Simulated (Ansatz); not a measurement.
# CH8N2OSi: small, medium and large basis sets

An exercise on one series of results from a longer session: the logs are not shown, and one member is left open.

The runs use Ansatz 0.2.0, Gaussian basis; one geometry, several basis sets.

The runs, in order: PBE0-D4/def2-SVP; ωB97M-V/def2-SVP; PBE0-D4/def2-QZVPP; ωB97M-V/def2-QZVPP; the functionals' def2-TZVPP values are taken from earlier runs.

## The relaxed structure

The geometry comes from an earlier relaxation with PBE0-D4 in a triple-zeta def2 set; it is a stationary point, not always the lowest conformer.

13 atoms, charge 0, spin multiplicity 1.

Atoms are counted from 1 here; the program's logs count them from 0.

Bond lengths: N1–C2 1.421 Å, N1–H6 1.012 Å, N1–H7 1.012 Å, C2–O3 1.423 Å, C2–H8 1.096 Å, C2–H9 1.096 Å, O3–Si4 1.648 Å, Si4–N5 1.702 Å, Si4–H10 1.488 Å, Si4–H11 1.488 Å, N5–H12 1.007 Å, N5–H13 1.007 Å. Angles: C2–N1–H6 110.8°, C2–N1–H7 110.8°, H6–N1–H7 107.8°, N1–C2–O3 112.7°, N1–C2–H8 108.6°, N1–C2–H9 108.6°, O3–C2–H8 109.3°, O3–C2–H9 109.3°, H8–C2–H9 108.3°, C2–O3–Si4 123.8°, O3–Si4–N5 112.6°, O3–Si4–H10 108.7°, O3–Si4–H11 108.8°, N5–Si4–H10 108.0°, N5–Si4–H11 108.0°, H10–Si4–H11 110.7°, Si4–N5–H12 120.7°, Si4–N5–H13 120.7° and more.

The first run:

Contents of in.yaml:

```yaml
crystal:
  periodic: [false, false, false]
  atoms:
    - {symbol: N, position_ang: [-2.245236, -0.222558, 1.272388]}
    - {symbol: C, position_ang: [-1.046023, -0.771268, 0.743334]}
    - {symbol: O, position_ang: [-0.241244, 0.199556, 0.083742]}
    - {symbol: Si, position_ang: [1.208098, -0.138024, -0.624158]}
    - {symbol: N, position_ang: [1.930294, 1.234797, -1.325264]}
    - {symbol: H, position_ang: [-2.041121, 0.505100, 1.945496]}
    - {symbol: H, position_ang: [-2.808975, 0.184738, 0.537182]}
    - {symbol: H, position_ang: [-1.307811, -1.566054, 0.034988]}
    - {symbol: H, position_ang: [-0.473735, -1.218221, 1.564753]}
    - {symbol: H, position_ang: [2.134707, -0.667427, 0.412919]}
    - {symbol: H, position_ang: [0.993176, -1.144403, -1.699023]}
    - {symbol: H, position_ang: [2.345952, 1.947449, -0.748449]}
    - {symbol: H, position_ang: [1.572417, 1.621514, -2.183007]}
basis:
  gaussian: {orbitals: def2-SVP}
hamiltonian: {xc: pbe0, dispersion: d4}
output: {orbitals: {seedname: orbitals}}
```

The run is started by

```bash
> ansatz run in.yaml --threads 4 --pin off --events-out ev --progress --plain --max-ram 10444MiB
```

Among the steps run: PBE0-D4 in def2-SVP; ωB97M-V in def2-SVP; PBE0-D4 in def2-QZVPP; ωB97M-V in def2-QZVPP.

One of the session's tables, all rows but one given; the rest of the session is left out.

It belongs to the step «Density functionals: the series». 

| functional | basis | HOMO (eV) | LUMO (eV) |
| --- | --- | --- | --- |
| PBE0-D4 | def2-SVP | -7.09 | 1.52 |
| PBE0-D4 | def2-TZVPP | -7.36 | 0.68 |
| PBE0-D4 | def2-QZVPP | -7.42 | 0.38 |
| ωB97M-V | def2-SVP | ? | ? |
| ωB97M-V | def2-TZVPP | -9.78 | 2.13 |
| ωB97M-V | def2-QZVPP | -9.83 | 1.61 |

Estimate the missing values for ωB97M-V, def2-SVP.

The run gave: HOMO (eV): -9.49; LUMO (eV): 3.23. In the column «HOMO (eV)» it lies between ωB97M-V, def2-TZVPP (-9.78) and PBE0-D4, def2-QZVPP (-7.42).
